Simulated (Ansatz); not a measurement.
**CH₃NTeZn: up Jacob's ladder to CCSD(T)**

An exercise on one series of results from a longer session: the logs are not shown, and one member is left open.

The runs use Ansatz 0.2.0, Gaussian basis; functionals in def2-TZVPP, the program's frozen cores in correlated methods.

Levels to be run: LDA (SPW92), PBE-D4, revPBE-D4, BLYP-D4, r2SCAN-D4, B97M-V, PBE0-D4, B3LYP-D4, r2SCANh-D4, r2SCAN0-D4, HSE06-D4, BHLYP-D4, CAM-B3LYP-D4, LC-ωPBE, ωB97X-V, ωB97M-V, B2PLYP, PBE-QIDH; CCSD(T)/def2-SVP; CCSD(T)/def2-TZVPP; MP2/def2-QZVPP; extrapolation to the limit; RPA on PBE.

## Structure used throughout

All runs share one geometry, relaxed beforehand with PBE0-D4 in a triple-zeta def2 set. Te takes the def2 core potential; no spin-orbit term is included.

SMILES `C1[NH][Zn][Te]1`, 7 atoms, charge 0, spin multiplicity 1.

Atoms are counted from 1 here; the program's logs count them from 0.

Bond lengths: C1–N2 1.425 Å, C1–Te4 2.360 Å, C1–H5 1.090 Å, C1–H6 1.087 Å, N2–Zn3 1.923 Å, N2–H7 1.015 Å, Zn3–Te4 2.461 Å. Angles: N2–C1–Te4 113.6°, N2–C1–H5 115.5°, N2–C1–H6 112.9°, Te4–C1–H5 102.6°, Te4–C1–H6 98.6°, H5–C1–H6 112.0°, C1–N2–Zn3 92.0°, C1–N2–H7 110.2°, Zn3–N2–H7 110.7°, N2–Zn3–Te4 93.2°, C1–Te4–Zn3 60.5°.

Set-up of the first run:

in.yaml reads:

```yaml
crystal:
  periodic: [false, false, false]
  atoms:
    - {symbol: C, position_ang: [-0.339070, 0.475968, -0.119834]}
    - {symbol: N, position_ang: [0.964041, 0.323936, 0.435913]}
    - {symbol: Zn, position_ang: [1.129860, -1.456197, -0.271533]}
    - {symbol: Te, position_ang: [-1.197648, -1.505994, -1.071037]}
    - {symbol: H, position_ang: [-1.119964, 0.758188, 0.586846]}
    - {symbol: H, position_ang: [-0.349161, 1.100970, -1.009229]}
    - {symbol: H, position_ang: [0.911933, 0.303118, 1.448874]}
basis:
  gaussian: {orbitals: def2-TZVPP}
hamiltonian: {xc: lda}
output: {orbitals: {seedname: orbitals}}
```

Among the steps run: LDA; PBE-D4 (GGA); revPBE-D4 (GGA); BLYP-D4 (GGA); r2SCAN-D4 (meta-GGA); B97M-V (meta-GGA); PBE0-D4 (hybrid); B3LYP-D4 (hybrid); r2SCANh-D4 (hybrid); r2SCAN0-D4 (hybrid); HSE06-D4 (hybrid); BHLYP-D4 (hybrid); CAM-B3LYP-D4 (range-separated); LC-ωPBE (range-separated); ωB97X-V (range-separated); ωB97M-V (range-separated); B2PLYP (double hybrid); PBE-QIDH (double hybrid).

One of the session's tables, all rows but one given; the rest of the session is left out.

It belongs to the step «Frontier levels by functional». 

| functional | HOMO (eV) | LUMO (eV) | gap (eV) |
| --- | --- | --- | --- |
| LDA (SPW92) | -5.20 | -3.83 | 1.37 |
| PBE-D4 | -5.01 | -3.60 | 1.41 |
| revPBE-D4 | -4.94 | -3.50 | 1.44 |
| BLYP-D4 | -4.86 | -3.54 | 1.32 |
| r2SCAN-D4 | -5.21 | -3.49 | 1.71 |
| B97M-V | ? | ? | ? |
| PBE0-D4 | -5.96 | -2.88 | 3.08 |
| B3LYP-D4 | -5.78 | -3.14 | 2.64 |
| r2SCANh-D4 | -5.56 | -3.22 | 2.34 |
| r2SCAN0-D4 | -6.09 | -2.82 | 3.27 |
| HSE06-D4 | -5.57 | -3.24 | 2.33 |
| BHLYP-D4 | -6.76 | -2.19 | 4.57 |
| CAM-B3LYP-D4 | -7.16 | -2.05 | 5.11 |
| LC-ωPBE | -8.37 | -0.96 | 7.41 |
| ωB97X-V | -8.07 | -1.06 | 7.01 |
| ωB97M-V | -7.98 | -1.20 | 6.78 |

Estimate the missing values for B97M-V.

**Answer.** HOMO (eV): -5.21; LUMO (eV): -3.55; gap (eV): 1.66.
